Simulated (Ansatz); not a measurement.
# C4H9ClFGaO: small, medium and large basis sets

One table from this session's results is given with a row withheld; the runs are named, their logs left out.

Method: one geometry, several basis sets; program: Ansatz 0.2.0, Gaussian basis.

Plan: PBE0-D4/def2-SVP; ωB97M-V/def2-SVP; PBE0-D4/def2-QZVPP; ωB97M-V/def2-QZVPP; the functionals' def2-TZVPP values are taken from earlier runs.

### Structure used throughout

An earlier PBE0-D4 in a triple-zeta def2 set relaxation fixed the geometry.

17 atoms, charge 0, spin multiplicity 1.

Atoms are counted from 1 here; the program's logs count them from 0.

Bond lengths: C1–C2 1.521 Å, C1–H9 1.094 Å, C1–H10 1.092 Å, C1–H11 1.092 Å, C2–C3 1.521 Å, C2–C4 1.520 Å, C2–O5 1.434 Å, C3–H12 1.092 Å, C3–H13 1.094 Å, C3–H14 1.092 Å, C4–H15 1.092 Å, C4–H16 1.091 Å, C4–H17 1.091 Å, O5–Ga6 1.756 Å, Ga6–F7 1.747 Å, Ga6–Cl8 2.107 Å. Angles: C2–C1–H9 110.8°, C2–C1–H10 110.9°, C2–C1–H11 110.2°, H9–C1–H10 107.6°, H9–C1–H11 109.0°, H10–C1–H11 108.2°, C1–C2–C3 110.8°, C1–C2–C4 110.7°, C1–C2–O5 109.6°, C3–C2–C4 110.7°, C3–C2–O5 109.6°, C4–C2–O5 105.1°, C2–C3–H12 110.2°, C2–C3–H13 110.8°, C2–C3–H14 110.9°, H12–C3–H13 109.0°, H12–C3–H14 108.2°, H13–C3–H14 107.6° and more.

Coordinates:

```
atom    x (Å)    y (Å)    z (Å)
  C1   0.4294  -0.7110  -1.2317
  C2  -0.0987  -0.3354   0.1446
  C3   1.0365   0.0987   1.0595
  C4  -0.8722  -1.4908   0.7579
  O5  -1.0518   0.7294   0.0207
 Ga6  -0.6759   2.3131  -0.6381
  F7   0.9245   2.7261  -1.2037
 Cl8  -2.1566   3.8062  -0.7780
  H9   0.9853   0.1209  -1.6749
 H10   1.1071  -1.5654  -1.1698
 H11  -0.3979  -0.9778  -1.8931
 H12   0.6416   0.4078   2.0299
 H13   1.5929   0.9321   0.6200
 H14   1.7413  -0.7199   1.2222
 H15  -0.2250  -2.3600   0.8939
 H16  -1.2759  -1.2008   1.7297
 H17  -1.7047  -1.7732   0.1109
```

The first run:

in.yaml reads:

```yaml
crystal:
  periodic: [false, false, false]
  atoms:
    - {symbol: C, position_ang: [0.429438, -0.710953, -1.231686]}
    - {symbol: C, position_ang: [-0.098693, -0.335376, 0.144602]}
    - {symbol: C, position_ang: [1.036513, 0.098690, 1.059549]}
    - {symbol: C, position_ang: [-0.872239, -1.490839, 0.757944]}
    - {symbol: O, position_ang: [-1.051833, 0.729405, 0.020708]}
    - {symbol: Ga, position_ang: [-0.675861, 2.313098, -0.638109]}
    - {symbol: F, position_ang: [0.924541, 2.726098, -1.203729]}
    - {symbol: Cl, position_ang: [-2.156603, 3.806178, -0.778009]}
    - {symbol: H, position_ang: [0.985349, 0.120908, -1.674885]}
    - {symbol: H, position_ang: [1.107105, -1.565431, -1.169780]}
    - {symbol: H, position_ang: [-0.397865, -0.977824, -1.893080]}
    - {symbol: H, position_ang: [0.641579, 0.407785, 2.029901]}
    - {symbol: H, position_ang: [1.592886, 0.932121, 0.619963]}
    - {symbol: H, position_ang: [1.741274, -0.719881, 1.222172]}
    - {symbol: H, position_ang: [-0.224983, -2.359985, 0.893885]}
    - {symbol: H, position_ang: [-1.275916, -1.200756, 1.729668]}
    - {symbol: H, position_ang: [-1.704672, -1.773237, 0.110906]}
basis:
  gaussian: {orbitals: def2-SVP}
hamiltonian: {xc: pbe0, dispersion: d4}
output: {orbitals: {seedname: orbitals}}
```

The run is started by

```sh
$ ansatz run in.yaml --threads 2 --pin off --events-out ev --progress --plain --max-ram 32768MiB --backend cpu
```

Steps of the session up to this table: PBE0-D4 in def2-SVP; ωB97M-V in def2-SVP; PBE0-D4 in def2-QZVPP; ωB97M-V in def2-QZVPP.

One of the session's tables, all rows but one given; the rest of the session is left out.

It belongs to the step «Density functionals: the series». 

```
functional       basis  HOMO (eV)
   PBE0-D4    def2-SVP      -8.35
   PBE0-D4  def2-TZVPP      -8.42
   PBE0-D4  def2-QZVPP      -8.45
   ωB97M-V    def2-SVP          ?
   ωB97M-V  def2-TZVPP     -10.80
   ωB97M-V  def2-QZVPP     -10.83
```

**Question.** Estimate the row for ωB97M-V, def2-SVP.

**Answer.** HOMO (eV): -10.70. In the column «HOMO (eV)» it lies between ωB97M-V, def2-TZVPP (-10.80) and PBE0-D4, def2-QZVPP (-8.45).
